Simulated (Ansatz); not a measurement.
# Re: the cost of one run

Program: Ansatz 0.2.0. Level of theory: DFT r2SCAN, scalar-relativistic, plane waves, PAW. These are calculated values, not measurements.

### Step 1. The starting structure

The structure is orthorhombic, space group Cmce (No. 64). The conventional cell has a = 5.187 Å, b = 3.428 Å, c = 6.992 Å, α = 90.00°, β = 90.00°, γ = 90.00°. Re (site symmetry m) has 1 Re at 1.93 Å as nearest neighbours.

As a file:

```xyz
4
Lattice="2.5933 -1.7140 0.0000 2.5933 1.7140 0.0000 0.0000 0.0000 6.9917" Properties=species:S:1:pos:R:3 pbc="T T T"
Re    2.5933   -1.1998    0.8180
Re    2.5933   -0.5142    4.3139
Re    2.5933    1.1998    6.1737
Re    2.5933    0.5142    2.6778
```

(A quick probe on a coarse mesh, which set the mesh and smearing, is not shown.)

### Step 3. A loose first relaxation

Input file input.yaml:

```yaml
crystal:
  lattice:
    - [2.5932858359, -1.7139635538, 0.0]
    - [2.5932858359, 1.7139635538, 0.0]
    - [0.0, 0.0, 6.9916844866]
  atoms:
    - { symbol: Re, position: [0.85, 0.15, 0.117] }
    - { symbol: Re, position: [0.65, 0.35, 0.617] }
    - { symbol: Re, position: [0.15, 0.85, 0.883] }
    - { symbol: Re, position: [0.35, 0.65, 0.383] }
basis:
  ecutwfc: 500
kpoints:
  mp_grid: { grid: [6, 6, 4] }
hamiltonian:
  xc: r2scan
scf:
  occupations: { method: gaussian, width: 0.1 }
  lower_state_search: "off"
output:
  forces: true
  stress: true
  eigenvalues: true
relax:
  adjacent_minimum: "off"
  f_tol: 0.04
  max_steps: 70
  cell: { stress_tol: 0.4 }
```

Q: Estimate wall time and peak memory on 1 thread of an Arm CPU, shared host.

About 1.8 min, with a peak of 0.58 GiB.
